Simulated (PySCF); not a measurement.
**CdF+: from the state search to spectroscopic constants**

The task here is to estimate one member of a computed series from the others.

The runs use PySCF 2.14.0; Cd cc-pVDZ-PP with ECP28, F cc-pVDZ, scalar-relativistic core potentials.

The first run:

Settings of the job:

```
atoms                         : Cd, F
charge                        : 1
basis                         : Cd cc-pVDZ-PP with ECP28, F cc-pVDZ
Hamiltonian                   : scalar-relativistic core potentials
basis functions               : 52
electrons treated             : 28
masses in u                   : 113.9034, 18.9984
levels                        : PBE0, PBE, r²SCAN, TPSSh, M06-2X, B2PLYP, ωB97X, HF, MP2, SCS-MP2, CCSD, CCSD(T)
grid                          : 80 radial by 434 angular points
occupations                   : held fixed by the projection of orbital angular momentum
dissociation limit            : Cd+ + F, each in its ground configuration
starting distance in angstrom : 2.115
values of 2S to try           : 0, 2
```

On the command line:

```
> OMP_NUM_THREADS=1 python dia.py task.json out
```

Steps of the session up to this table: Set-up; First curve: PBE0; Excited determinants; PBE; r²SCAN; TPSSh (hybrid meta-GGA); M06-2X (hybrid meta-GGA); B2PLYP; ωB97X; RHF (mean field); MP2 and coupled cluster.

One table of the session follows, with a row left open; its other results are not shown here.

Energy (eV) from each level's lowest point:

| R (Å) | RHF | RHF-MP2 | RHF-SCS-MP2 | RHF-CCSD | RHF-CCSD(T) |
| --- | --- | --- | --- | --- | --- |
| 1.639 | 1.525 | 1.370 | 1.422 | n/a | n/a |
| 1.715 | 0.663 | 0.584 | 0.616 | 0.630 | 0.648 |
| 1.792 | 0.201 | 0.169 | 0.187 | 0.194 | 0.208 |
| 1.849 | ? | ? | ? | ? | ? |
| 1.906 | 0.000 | 0.000 | 0.000 | 0.000 | 0.000 |
| 1.963 | 0.046 | 0.048 | 0.041 | 0.037 | 0.027 |
| 2.039 | 0.206 | 0.199 | 0.182 | 0.171 | 0.144 |
| 2.135 | 0.511 | 0.476 | 0.448 | 0.425 | 0.369 |
| 2.249 | 0.965 | 0.873 | 0.831 | 0.788 | 0.680 |
| 2.402 | 1.631 | 1.426 | 1.363 | n/a | n/a |

Q: Estimate the row for R (Å) = 1.849 from the others.

Worked estimate for «RHF». A straight line through the neighbours (1.792, 0.201) and (1.906, 0.000) gives 0.201 + (0.000 − 0.201) × (1.849 − 1.792) / (1.906 − 1.792) = 0.101; a parabola fitted to 4 rows on both sides gives 0.036.

As computed: RHF: 0.042; RHF-MP2: 0.031; RHF-SCS-MP2: 0.039; RHF-CCSD: 0.043; RHF-CCSD(T): 0.051. In «RHF» the line misses by +0.059 and the parabola by -0.006.
